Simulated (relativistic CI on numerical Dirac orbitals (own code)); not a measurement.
**Yb¹⁴⁺: how the levels respond to the fine-structure constant and the nuclear radius**

Aim: the factor q = dE/dx of each excitation energy, x = (α/α0)² − 1, by finite differences, and the field-shift factor by the mean square nuclear radius, for the lowest 30 levels.

Method: Dirac-Coulomb-Breit CI, KLI orbitals optimised for each configuration, derivatives by finite differences. Code: relativistic CI on numerical Dirac orbitals (own code) version 2.

### 1 Starting point

- ion: Yb¹⁴⁺ (Yb XV)
- nuclear charge: 70
- electrons: 56
- isotope: A = 174
- first configuration: [Kr] 4d10 4f10

Outer shells as boxes (Hund's rule):

[Kr] 4d10 4f10
```
[Kr] core
4d [↑↓][↑↓][↑↓][↑↓][↑↓]
4f [↑↓][↑↓][↑↓][↑ ][↑ ][↑ ][↑ ]
```

### 2 The run

The run's settings:

```ini
atom Yb  Z=70  charge=14  electrons=56
nucleus A=174  rms_radius_fm=5.3108
hamiltonian dirac-coulomb  breit=on  qed=off  c_scale=1
orbitals kli  potential=per-configuration
slater_scale 1
correlation none
mixing on
configurations
  [Kr] 4d10 4f10
  [Kr] 4d10 4f8 5s2
  [Kr] 4d9 4f11
  [Ar] 3d10 4s 4p6 4d10 4f11
  [Ar] 3d10 4p6 4d10 4f12
end
derivatives alpha2 +-0.01 radius +-1%
```

**Question.** What will these runs give? Wanted: lowest level; largest q in size, lowest 30 levels; largest K in size within the lowest configuration; largest field-shift factor among them.

The runs gave:

```
                                         quantity                       value
                                     lowest level                 4f8 5s2 7F6
              largest q in size, lowest 30 levels    15290 cm⁻¹ (4f8 5s2 5D1)
largest K in size within the lowest configuration          2.18 (4f8 5s2 7F5)
            largest field-shift factor among them  1.33 GHz/fm² (4f8 5s2 5H3)
```

Among these levels the largest q belongs to 4f8 5s2 5D1, within the lowest configuration. The fine-structure partner 7F5 has K = 2.18, close to the 2 of an interval that scales as α². K = 2q/E, the relative sensitivity of a level, hangs on the computed energy: between configurations that lie close it can be off by a factor of several. The computed lowest level is not of the first configuration typed, so it may not be the ion's true ground level.
